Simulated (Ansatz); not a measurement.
# CHGeO (quartet): from Hartree-Fock to the top rungs, cc-pVTZ

An exercise on one series of results from a longer session: the logs are not shown, and one member is left open.

Computed with Ansatz 0.2.0, Gaussian basis. Level: cc-pVTZ, core rule «outside noble gas», up to 16 orbitals frozen.

The runs, in order: UHF; CCSD(T) on ROHF; CCSD(T) on UHF; BCCD(T) on ROHF; CCSDT(Q) on ROHF; CCSDT(Q) on UHF.

4 further runs of the same task are left out: 1 for a known fault of the program, 3 set aside as unsound or not needed. Runs told in other sessions of the task aren't counted.

### The system

The geometry is a PBE0/def2-TZVP stationary point (not a proven minimum). No spin-orbit coupling is included. The filled d shell of Ge may be among the frozen orbitals whatever the setting's name suggests.

4 atoms, charge 0, spin multiplicity 4.

Atoms are counted from 1 here; the program's logs count them from 0.

Bond lengths: C1–Ge2 1.966 Å, Ge2–O3 1.786 Å, O3–H4 0.962 Å. Angles: C1–Ge2–O3 99.3°, Ge2–O3–H4 113.3°.

The first run:

Contents of in.yaml:

```yaml
crystal:
  periodic: [false, false, false]
  atoms:
    - {symbol: C, position_ang: [0.000000, -1.033092, 1.493061]}
    - {symbol: Ge, position_ang: [0.000000, 0.334803, 0.081537]}
    - {symbol: O, position_ang: [0.000000, -0.729085, -1.353363]}
    - {symbol: H, position_ang: [0.000000, -0.245076, -2.185226]}
basis:
  gaussian: {orbitals: cc-pVTZ}
magnetization: {spin_polarized: true, initial_magnetization: 3}
hamiltonian: {xc: hf}
output: {orbitals: {seedname: orbitals}}
```

The run is started by

```console
> ansatz run in.yaml --threads 1 --pin off --events-out ev --progress --plain --max-ram 2560MiB --backend cpu
```

Steps of the session up to this table: UHF; CCSD(T) on ROHF; CCSD(T) on UHF; BCCD(T) on ROHF; CCSDT(Q) on ROHF; CCSDT(Q) on UHF.

One table of the session follows, with a row left open; its other results are not shown here.

```
   method  from UCCSDT(Q) (meV)
     ROHF              +12604.4
      UHF                     ?
     RMP2               +1345.9
     UMP2               +1320.8
    RCCSD                +604.4
    UCCSD                +598.2
 RCCSD(T)                 +84.8
 UCCSD(T)                 +81.0
  BCCD(T)                 +74.6
   RCCSDT                 +39.4
   UCCSDT                 +36.1
RCCSDT(Q)                  +8.0
UCCSDT(Q)                     0
```

Q: Estimate the row for UHF from the others.

**Answer.** from UCCSDT(Q) (meV): +12522.2. In the column «from UCCSDT(Q) (meV)» it lies between RMP2 (+1345.9) and ROHF (+12604.4).

With the free atoms at the same levels and basis (separate runs), the atomisation energy is 11.282 eV at UCCSDT(Q), 11.250 eV at RCCSD(T), 11.239 eV at UCCSD(T), 7.779 eV at ROHF.

Caveats from the session: Restricted and unrestricted rows rest on different reference determinants; a gap between their highest levels can come from leftover correlation error, from unlike frozen cores or from another state.
